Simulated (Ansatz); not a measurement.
# TiRh: energy and stress against strain

This session takes TiRh and sets out to see how energy and stress answer to the strain pattern (1, 1, 0, 0, 0, 0).

Method: DFT PBEsol, scalar-relativistic, plane waves, PAW, in Ansatz 0.2.0.

**1. The structure to begin with**

Symmetry: P4/mmm, No. 123, tetragonal system. The conventional cell has a = 2.988 Å, b = 2.988 Å, c = 3.350 Å, α = 90.00°, β = 90.00°, γ = 90.00°. Ti (site symmetry 4/mmm) is surrounded by 8 Rh at 2.70 Å and 4 Ti at 2.99 Å. Rh (site symmetry 4/mmm) is surrounded by 8 Ti at 2.70 Å and 4 Rh at 2.99 Å.

As a file:

```
CELL_PARAMETERS angstrom
2.98800 0.00000 0.00000
0.00000 2.98800 0.00000
0.00000 0.00000 3.35000
ATOMIC_POSITIONS crystal
Ti 0.50000 0.50000 0.50000
Rh 0.00000 0.00000 0.00000
```

The cell is taken as given, not relaxed at this level.

**2. The reference cell**

Reference values: F = -8814.1249 eV; pressure -6.73 GPa; largest force 0.000 eV/Å; gap on the mesh none (metal). It was computed beforehand with the settings of the runs below.

**3. Setting up energy and stress against strain**

The cell is strained by ε times the Voigt pattern (1, 1, 0, 0, 0, 0) (xx, yy, zz, yz, xz, xy; engineering shear), with fractional coordinates fixed (clamped ions). The stress on the pattern is the sum of the stress components weighted by it, tension positive.

**4. ε = -0.1000**

File input.yaml:

```yaml
crystal:
  lattice:
    - [2.6892, 0.0, 0.0]
    - [0.0, 2.6892, 0.0]
    - [0.0, 0.0, 3.35]
  atoms:
    - { symbol: Ti, position: [0.5, 0.5, 0.5] }
    - { symbol: Rh, position: [0.0, 0.0, 0.0] }
basis:
  ecutwfc: 420
kpoints:
  mp_grid: { grid: [16, 16, 14] }
hamiltonian:
  xc: pbesol
scf:
  occupations: { method: gaussian, width: 0.15 }
output:
  forces: true
  stress: true
  eigenvalues: true
```

Started as:

```bash
$ ansatz run input.yaml --threads 1 --pin off --max-ram 2560MiB --backend cpu --events-out ev --progress --plain --runs-dir out
```

The log of the run, shortened:

```text
Warning: RAYON_NUM_THREADS=1 ignored (pool sized by the plan → 1); use --threads N
[...]
Pseudopotentials: kind: paw
Pseudopotential: Ti, paw, valence charge 12, recommended cutoff 420 eV (normal), Ti.paw.azcp
Pseudopotential: Rh, paw, valence charge 17, recommended cutoff 420 eV (normal), Rh.paw.azcp
Functional definition: PBEsol
[...]
Crystal: 2 atoms, lattice volume = 24.227 Å³
Basis set: ecut = 420 eV, 479 PW (Γ), exchange–correlation on 36×36×48 points (8 copies of the dense FFT grid, shifted against one another)
Bands: 19, of which v1, the nominal top of the filled ones, is band 15 counted from 1 (14 counted from 0)
Symmetry: 16 space group operations
Space group: P4/mmm (ITA 123), of the structure as read, at distance tolerance 2.9e-5 Å
k-points: 360 of 3584
[...]
SCF iter   1: F=—  HF=-8813.459393 eV  |F-HF|=—  |Δ(HF+E_count)|=         —  Δρ=1.22e-2  dr2=3.25e-2  ethr=1.77e-3  ⟨swp⟩=4.2  Hψ=26505  notcnv=0
[...]
SCF iter   6: F=-8813.448679 eV  HF=-8813.448679 eV  |F-HF|=4.76e-9  |Δ(HF+E_count)|=   1.98e-8  Δρ=4.92e-6  dr2=5.48e-9  ethr=3.45e-10  ⟨swp⟩=5.4  Hψ=27264  notcnv=0
[...]
SCF converged after 6 iterations
Free energy (F): -8813.448679 eV
[...]
E sigma→0 (E₀):  -8813.436167 eV
Entropy (-TS):   -0.025023 eV (-12.512 meV/atom)
Fermi energy:    23.158777 eV
[...]
--- Forces (eV/Å), atoms counted from 1 ---
  atom   1  Ti     0.00000000    -0.00000000     0.00000000
  atom   2  Rh    -0.00000000     0.00000000     0.00000000
[...]
--- Stress (GPa, compression-positive) ---
       56.798207       0.000000       0.000000
        0.000000      56.798207       0.000000
        0.000000       0.000000      46.881082
  P = ⅓ Tr σ = 53.4925 GPa (534.925 kbar)
--- Band table (eV; the first three rows and the last of 360) ---
  k-point 0: bands = ["-55.8010", "-33.3693", "-23.8244", "-23.5504", "-23.5504", "-9.7165", "-9.3873", "-9.3873", "15.1372", "16.5547", "16.8813", "20.4173", "20.4173", "22.0164", "23.1311", "25.0843", "26.9114", "27.1187", "27.1187"]
[...]
```

Run time: 6.9 s. Hardware: 1 thread of Arm Neoverse V2, shared host; peak memory 0.42 GiB.

**5. At ε = 0.0750**

Changes to input.yaml since step 4:

```diff
@@ -2,4 +2,4 @@
   lattice:
-    - [2.6892, 0.0, 0.0]
-    - [0.0, 2.6892, 0.0]
+    - [3.2121, 0.0, 0.0]
+    - [0.0, 3.2121, 0.0]
     - [0.0, 0.0, 3.35]
```

Started as:

```bash
$ ansatz run input.yaml --threads 1 --pin off --max-ram 2560MiB --backend cpu --events-out ev --progress --plain --runs-dir out
```

The log of the run, shortened:

```text
[...]
SCF converged after 6 iterations
Free energy (F): -8813.607331 eV
[...]
E sigma→0 (E₀):  -8813.588883 eV
Entropy (-TS):   -0.036895 eV (-18.448 meV/atom)
Fermi energy:    15.364180 eV
[...]
--- Forces (eV/Å), atoms counted from 1 ---
  atom   1  Ti     0.00000000    -0.00000000     0.00000000
  atom   2  Rh     0.00000000     0.00000000     0.00000000
[...]
--- Stress (GPa, compression-positive) ---
      -25.255075       0.000000       0.000000
        0.000000     -25.255075       0.000000
        0.000000       0.000000     -23.708091
  P = ⅓ Tr σ = -24.7394 GPa (-247.394 kbar)
--- Band table (eV; the first three rows and the last of 360) ---
  k-point 0: bands = ["-63.0971", "-42.1751", "-30.9822", "-30.9822", "-30.9759", "-18.4364", "-18.4130", "-18.4130", "8.5234", "11.1177", "11.1438", "13.3538", "13.3538", "13.5678", "15.8698", "16.1650", "17.3614", "17.3980", "17.3980"]
[...]
```

It took 8.7 s on 1 thread of Arm Neoverse V2, shared host; peak memory 0.46 GiB.

**6. Point ε = -0.0500**

Changes to input.yaml since step 5:

```diff
@@ -2,4 +2,4 @@
   lattice:
-    - [3.2121, 0.0, 0.0]
-    - [0.0, 3.2121, 0.0]
+    - [2.8386, 0.0, 0.0]
+    - [0.0, 2.8386, 0.0]
     - [0.0, 0.0, 3.35]
```

Started as:

```bash
$ ansatz run input.yaml --threads 1 --pin off --max-ram 2560MiB --backend cpu --events-out ev --progress --plain --runs-dir out
```

The log of the run, shortened:

```text
Warning: RAYON_NUM_THREADS=1 ignored (pool sized by the plan → 1); use --threads N
[...]
[... 4 set-up lines as earlier in the session ...]
[...]
Crystal: 2 atoms, lattice volume = 26.993 Å³
Basis set: ecut = 420 eV, 527 PW (Γ), exchange–correlation on 40×40×48 points (8 copies of the dense FFT grid, shifted against one another)
Bands: 19, of which v1, the nominal top of the filled ones, is band 15 counted from 1 (14 counted from 0)
[... 1 set-up line as earlier in the session ...]
Space group: P4/mmm (ITA 123), of the structure as read, at distance tolerance 3.0e-5 Å
k-points: 360 of 3584
[...]
SCF iter   1: F=—  HF=-8814.065483 eV  |F-HF|=—  |Δ(HF+E_count)|=         —  Δρ=1.01e-2  dr2=2.26e-2  ethr=1.77e-3  ⟨swp⟩=4.3  Hψ=26398  notcnv=0
[...]
SCF converged after 6 iterations
Free energy (F): -8814.059023 eV
[...]
E sigma→0 (E₀):  -8814.046169 eV
Entropy (-TS):   -0.025710 eV (-12.855 meV/atom)
Fermi energy:    20.583088 eV
[...]
--- Forces (eV/Å), atoms counted from 1 ---
  atom   1  Ti     0.00000000    -0.00000000     0.00000000
  atom   2  Rh     0.00000000     0.00000000     0.00000000
[...]
--- Stress (GPa, compression-positive) ---
       17.013428       0.000000       0.000000
        0.000000      17.013428       0.000000
        0.000000       0.000000      14.846680
  P = ⅓ Tr σ = 16.2912 GPa (162.912 kbar)
--- Band table (eV; the first three rows and the last of 360) ---
  k-point 0: bands = ["-58.3218", "-36.3093", "-26.2622", "-26.1497", "-26.1497", "-12.6332", "-12.4469", "-12.4469", "12.8015", "14.7035", "14.9251", "17.9545", "17.9545", "19.0402", "20.7569", "22.1556", "23.6452", "23.8061", "23.8061"]
[...]
```

It took 9.7 s on 1 thread of Arm Neoverse V2, shared host; peak memory 0.43 GiB.

**7. Point ε = 0.0250**

Changes to input.yaml since step 6:

```diff
@@ -2,4 +2,4 @@
   lattice:
-    - [2.8386, 0.0, 0.0]
-    - [0.0, 2.8386, 0.0]
+    - [3.0627, 0.0, 0.0]
+    - [0.0, 3.0627, 0.0]
     - [0.0, 0.0, 3.35]
@@ -20 +20,5 @@
   eigenvalues: true
+  write_density: true
+  write_potential: true
+  elf: true
+  volumetric_format: npy
```

Started as:

```bash
$ ansatz run input.yaml --threads 1 --pin off --max-ram 2560MiB --backend cpu --events-out ev --progress --plain --runs-dir out
```

The log of the run, shortened:

```text
Warning: RAYON_NUM_THREADS=1 ignored (pool sized by the plan → 1); use --threads N
[...]
[... 4 set-up lines as earlier in the session ...]
[...]
Crystal: 2 atoms, lattice volume = 31.423 Å³
Basis set: ecut = 420 eV, 627 PW (Γ), exchange–correlation on 48×48×48 points (8 copies of the dense FFT grid, shifted against one another)
Bands: 19, of which v1, the nominal top of the filled ones, is band 15 counted from 1 (14 counted from 0)
[... 1 set-up line as earlier in the session ...]
Space group: P4/mmm (ITA 123), of the structure as read, at distance tolerance 3.2e-5 Å
k-points: 360 of 3584
[...]
SCF iter   1: F=—  HF=-8814.022552 eV  |F-HF|=—  |Δ(HF+E_count)|=         —  Δρ=1.06e-2  dr2=3.91e-2  ethr=1.77e-3  ⟨swp⟩=4.3  Hψ=26047  notcnv=0
[...]
SCF iter   6: F=-8814.015887 eV  HF=-8814.015887 eV  |F-HF|=3.10e-9  |Δ(HF+E_count)|=   4.61e-8  Δρ=5.99e-6  dr2=5.01e-9  ethr=3.45e-10  ⟨swp⟩=7.1  Hψ=37569  notcnv=0
[...]
SCF converged after 6 iterations
Free energy (F): -8814.015887 eV
[...]
E sigma→0 (E₀):  -8813.999889 eV
Entropy (-TS):   -0.031996 eV (-15.998 meV/atom)
Fermi energy:    17.290509 eV
[...]
--- Forces (eV/Å), atoms counted from 1 ---
  atom   1  Ti     0.00000000     0.00000000     0.00000000
  atom   2  Rh    -0.00000000    -0.00000000     0.00000000
[...]
--- Stress (GPa, compression-positive) ---
      -15.264764       0.000000       0.000000
        0.000000     -15.264764       0.000000
        0.000000       0.000000     -12.819861
  P = ⅓ Tr σ = -14.4498 GPa (-144.498 kbar)
--- Band table (eV; the first three rows and the last of 360) ---
  k-point 0: bands = ["-61.4001", "-40.0513", "-29.2884", "-29.2757", "-29.2757", "-16.3362", "-16.2681", "-16.2681", "10.0148", "12.4123", "12.4982", "14.9791", "14.9791", "15.4844", "17.6714", "18.3512", "19.6078", "19.6901", "19.6901"]
[...]
```

Wall time 12 s (1 thread of Arm Neoverse V2, shared host); peak memory 0.44 GiB.

Density in a lattice plane of the grid's cell (edges 3.06 and 3.35 Å, at 0.000 of the third edge), which holds Rh.

Ten even steps from ' ' (0.17 e/Å³) to '@' (15.15 e/Å³):
```
@@%%**++--..                      ..--++**%%
****++==::..                      ..::==++**
====--::..                          ..::--==
::::....                              ....::
..                                          
                                            
                                            
                                            
                                            
                                            
                                            
                                            
                                            
                                            
..                                          
::::....                              ....::
====--::..                          ..::--==
****++==::..                      ..::==++**
@@%%**++--..                      ..--++**%%
@@@@##++--::..                  ..::--++##@@
```
Columns run along the first of these edges and rows up along the second, over one cell in 22 and 20 even steps from the bottom left corner. Atoms in the plane (fractional): Rh at (0.00, 0.00).

ELF in the same plane.

Values, 12 rows by 10 columns:
```
0.76 0.74 0.57 0.27 0.25 0.36 0.25 0.27 0.57 0.74
0.67 0.62 0.44 0.25 0.31 0.39 0.31 0.25 0.44 0.62
0.41 0.37 0.29 0.29 0.37 0.42 0.37 0.29 0.29 0.37
0.24 0.25 0.29 0.35 0.37 0.38 0.37 0.35 0.29 0.25
0.27 0.30 0.35 0.36 0.32 0.29 0.32 0.36 0.35 0.30
0.31 0.33 0.36 0.35 0.29 0.25 0.29 0.35 0.36 0.33
0.27 0.30 0.35 0.36 0.32 0.29 0.32 0.36 0.35 0.30
0.24 0.25 0.29 0.35 0.37 0.38 0.37 0.35 0.29 0.25
0.41 0.37 0.29 0.29 0.37 0.42 0.37 0.29 0.29 0.37
0.67 0.62 0.44 0.25 0.31 0.39 0.31 0.25 0.44 0.62
0.76 0.74 0.57 0.27 0.25 0.36 0.25 0.27 0.57 0.74
0.78 0.76 0.62 0.29 0.23 0.34 0.23 0.29 0.62 0.76
```
Columns run along the first of these edges and rows up along the second, over one cell in 10 and 12 even steps from the bottom left corner. Atoms in the plane (fractional): Rh at (0.00, 0.00).

Both are smooth fields of the valence electrons: close to the nuclei they are not physical.

**8. Point ε = 0.1000**

Changes to input.yaml since step 7:

```diff
@@ -2,4 +2,4 @@
   lattice:
-    - [3.0627, 0.0, 0.0]
-    - [0.0, 3.0627, 0.0]
+    - [3.2868, 0.0, 0.0]
+    - [0.0, 3.2868, 0.0]
     - [0.0, 0.0, 3.35]
@@ -20,5 +20 @@
   eigenvalues: true
-  write_density: true
-  write_potential: true
-  elf: true
-  volumetric_format: npy
```

Started as:

```bash
$ ansatz run input.yaml --threads 1 --pin off --max-ram 2560MiB --backend cpu --events-out ev --progress --plain --runs-dir out
```

The log of the run, shortened:

```text
[...]
SCF converged after 6 iterations
Free energy (F): -8813.335088 eV
[...]
E sigma→0 (E₀):  -8813.315177 eV
Entropy (-TS):   -0.039822 eV (-19.911 meV/atom)
Fermi energy:    14.483846 eV
[...]
--- Forces (eV/Å), atoms counted from 1 ---
  atom   1  Ti     0.00000000    -0.00000000    -0.00000000
  atom   2  Rh    -0.00000000     0.00000000     0.00000000
[...]
--- Stress (GPa, compression-positive) ---
      -28.203250      -0.000000       0.000000
       -0.000000     -28.203250      -0.000000
        0.000000      -0.000000     -27.625445
  P = ⅓ Tr σ = -28.0106 GPa (-280.106 kbar)
--- Band table (eV; the first three rows and the last of 360) ---
  k-point 0: bands = ["-63.8675", "-43.1298", "-31.7526", "-31.7526", "-31.7479", "-19.3832", "-19.3733", "-19.3733", "7.8648", "10.5206", "10.5298", "12.6221", "12.6221", "12.7146", "15.0409", "15.1687", "16.3557", "16.3711", "16.3711"]
[...]
```

It took 9.1 s on 1 thread of Arm Neoverse V2, shared host; peak memory 0.47 GiB.

**9. Point ε = -0.0750**

Changes to input.yaml since step 8:

```diff
@@ -2,4 +2,4 @@
   lattice:
-    - [3.2868, 0.0, 0.0]
-    - [0.0, 3.2868, 0.0]
+    - [2.7639, 0.0, 0.0]
+    - [0.0, 2.7639, 0.0]
     - [0.0, 0.0, 3.35]
```

Started as:

```bash
$ ansatz run input.yaml --threads 1 --pin off --max-ram 2560MiB --backend cpu --events-out ev --progress --plain --runs-dir out
```

The log of the run, shortened:

```text
[...]
SCF converged after 6 iterations
Free energy (F): -8813.835199 eV
[...]
E sigma→0 (E₀):  -8813.822485 eV
Entropy (-TS):   -0.025428 eV (-12.714 meV/atom)
Fermi energy:    21.818636 eV
[...]
--- Forces (eV/Å), atoms counted from 1 ---
  atom   1  Ti     0.00000000    -0.00000000    -0.00000000
  atom   2  Rh    -0.00000000     0.00000000     0.00000000
[...]
--- Stress (GPa, compression-positive) ---
       34.885415      -0.000000       0.000000
       -0.000000      34.885415      -0.000000
        0.000000      -0.000000      28.700410
  P = ⅓ Tr σ = 32.8237 GPa (328.237 kbar)
--- Band table (eV; the first three rows and the last of 360) ---
  k-point 0: bands = ["-57.1096", "-34.8946", "-25.0892", "-24.9033", "-24.9033", "-11.2289", "-10.9828", "-10.9828", "13.9152", "15.5898", "15.8692", "19.1316", "19.1316", "20.4630", "21.9048", "23.5769", "25.2065", "25.3946", "25.3946"]
[...]
```

Run time: 9.1 s. Hardware: 1 thread of Arm Neoverse V2, shared host; peak memory 0.43 GiB.

**10. ε = 0.0500**

Changes to input.yaml since step 9:

```diff
@@ -2,4 +2,4 @@
   lattice:
-    - [2.7639, 0.0, 0.0]
-    - [0.0, 2.7639, 0.0]
+    - [3.1374, 0.0, 0.0]
+    - [0.0, 3.1374, 0.0]
     - [0.0, 0.0, 3.35]
```

Started as:

```bash
$ ansatz run input.yaml --threads 1 --pin off --max-ram 2560MiB --backend cpu --events-out ev --progress --plain --runs-dir out
```

The log of the run, shortened:

```text
Warning: RAYON_NUM_THREADS=1 ignored (pool sized by the plan → 1); use --threads N
[...]
[... 4 set-up lines as earlier in the session ...]
[...]
Crystal: 2 atoms, lattice volume = 32.975 Å³
Basis set: ecut = 420 eV, 659 PW (Γ), exchange–correlation on 48×48×48 points (8 copies of the dense FFT grid, shifted against one another)
Bands: 19, of which v1, the nominal top of the filled ones, is band 15 counted from 1 (14 counted from 0)
[... 2 set-up lines as earlier in the session ...]
k-points: 360 of 3584
[...]
SCF iter   1: F=—  HF=-8813.844738 eV  |F-HF|=—  |Δ(HF+E_count)|=         —  Δρ=9.82e-3  dr2=3.41e-2  ethr=1.77e-3  ⟨swp⟩=4.3  Hψ=25878  notcnv=0
[...]
SCF iter   6: F=-8813.838346 eV  HF=-8813.838346 eV  |F-HF|=6.11e-10  |Δ(HF+E_count)|=   1.16e-7  Δρ=4.93e-6  dr2=2.72e-9  ethr=3.45e-10  ⟨swp⟩=4.4  Hψ=23438  notcnv=0
[...]
SCF converged after 6 iterations
Free energy (F): -8813.838346 eV
[...]
E sigma→0 (E₀):  -8813.821362 eV
Entropy (-TS):   -0.033969 eV (-16.984 meV/atom)
Fermi energy:    16.300867 eV
[...]
--- Forces (eV/Å), atoms counted from 1 ---
  atom   1  Ti     0.00000000    -0.00000000    -0.00000000
  atom   2  Rh    -0.00000000     0.00000000     0.00000000
[...]
--- Stress (GPa, compression-positive) ---
      -21.075098      -0.000000       0.000000
       -0.000000     -21.075098      -0.000000
        0.000000      -0.000000     -18.817991
  P = ⅓ Tr σ = -20.3227 GPa (-203.227 kbar)
--- Band table (eV; the first three rows and the last of 360) ---
  k-point 0: bands = ["-62.2774", "-41.1499", "-30.1596", "-30.1590", "-30.1590", "-17.4216", "-17.3795", "-17.3795", "9.2379", "11.7461", "11.7987", "14.1367", "14.1367", "14.4885", "16.7458", "17.2247", "18.4433", "18.5025", "18.5025"]
[...]
```

Run time: 8.7 s. Hardware: 1 thread of Arm Neoverse V2, shared host; peak memory 0.46 GiB.

**11. At ε = -0.0250**

Changes to input.yaml since step 10:

```diff
@@ -2,4 +2,4 @@
   lattice:
-    - [3.1374, 0.0, 0.0]
-    - [0.0, 3.1374, 0.0]
+    - [2.9133, 0.0, 0.0]
+    - [0.0, 2.9133, 0.0]
     - [0.0, 0.0, 3.35]
```

Started as:

```bash
$ ansatz run input.yaml --threads 1 --pin off --max-ram 2560MiB --backend cpu --events-out ev --progress --plain --runs-dir out
```

The log of the run, shortened:

```text
[...]
SCF converged after 6 iterations
Free energy (F): -8814.146599 eV
[...]
E sigma→0 (E₀):  -8814.132770 eV
Entropy (-TS):   -0.027658 eV (-13.829 meV/atom)
Fermi energy:    19.423399 eV
[...]
--- Forces (eV/Å), atoms counted from 1 ---
  atom   1  Ti     0.00000000    -0.00000000    -0.00000000
  atom   2  Rh    -0.00000000     0.00000000     0.00000000
[...]
--- Stress (GPa, compression-positive) ---
        3.193173      -0.000000       0.000000
       -0.000000       3.193173      -0.000000
        0.000000      -0.000000       3.629951
  P = ⅓ Tr σ = 3.3388 GPa (33.388 kbar)
--- Band table (eV; the first three rows and the last of 360) ---
  k-point 0: bands = ["-59.4341", "-37.6372", "-27.3476", "-27.2854", "-27.2854", "-13.9497", "-13.8098", "-13.8098", "11.7873", "13.8841", "14.0534", "16.8774", "16.8774", "17.7457", "19.6723", "20.8122", "22.1992", "22.3319", "22.3319"]
[...]
```

Wall time 7.3 s (1 thread of Arm Neoverse V2, shared host); peak memory 0.43 GiB.

**12. At ε = 0.0875**

Changes to input.yaml since step 11:

```diff
@@ -2,4 +2,4 @@
   lattice:
-    - [2.9133, 0.0, 0.0]
-    - [0.0, 2.9133, 0.0]
+    - [3.24945, 0.0, 0.0]
+    - [0.0, 3.24945, 0.0]
     - [0.0, 0.0, 3.35]
```

Started as:

```bash
$ ansatz run input.yaml --threads 1 --pin off --max-ram 2560MiB --backend cpu --events-out ev --progress --plain --runs-dir out
```

The log of the run, shortened:

```text
[...]
SCF converged after 6 iterations
Free energy (F): -8813.475720 eV
[...]
E sigma→0 (E₀):  -8813.456481 eV
Entropy (-TS):   -0.038478 eV (-19.239 meV/atom)
Fermi energy:    14.917140 eV
[...]
--- Forces (eV/Å), atoms counted from 1 ---
  atom   1  Ti     0.00000000    -0.00000000    -0.00000000
  atom   2  Rh    -0.00000000     0.00000000     0.00000000
[...]
--- Stress (GPa, compression-positive) ---
      -26.855982      -0.000000       0.000000
       -0.000000     -26.855982      -0.000000
        0.000000      -0.000000     -25.795852
  P = ⅓ Tr σ = -26.5026 GPa (-265.026 kbar)
--- Band table (eV; the first three rows and the last of 360) ---
  k-point 0: bands = ["-63.4881", "-42.6607", "-31.3736", "-31.3736", "-31.3672", "-18.9179", "-18.9017", "-18.9017", "8.1875", "10.8154", "10.8320", "12.9819", "12.9819", "13.1333", "15.4498", "15.6592", "16.8497", "16.8754", "16.8754"]
[...]
```

Run time: 9 s. Hardware: 1 thread of Arm Neoverse V2, shared host; peak memory 0.47 GiB.

**13. All points together**

The scan, with free energies counted from the undisturbed cell:

```
      ε  ΔE (meV/atom)  stress on the pattern (GPa)  pressure (GPa)
-0.1000          338.1                      -113.60            53.5
-0.0750          144.9                       -69.77            32.8
-0.0500           33.0                       -34.03            16.3
-0.0250          -10.8                        -6.39             3.3
 0.0000            0.0                        14.75            -6.7
 0.0250           54.5                        30.53           -14.4
 0.0500          143.3                        42.15           -20.3
 0.0750          258.8                        50.51           -24.7
 0.0875          324.6                        53.71           -26.5
 0.1000          394.9                        56.41           -28.0
```

**14. What came out**

| quantity | value |
| --- | --- |
| slope of the stress at ε = 0, over ±0.0250 | 738 GPa |

In words: From the stress slope, C11 + C22 + 2 C12 is about 738 GPa with the ions clamped; letting the atoms relax could not make it stiffer. The reference stands under -6.7 GPa, so this is no zero-stress constant. The undisturbed cell is not the lowest point: the energy is 10.8 meV/atom lower at ε = -0.0250; the cell was taken as given and not relaxed at this level.
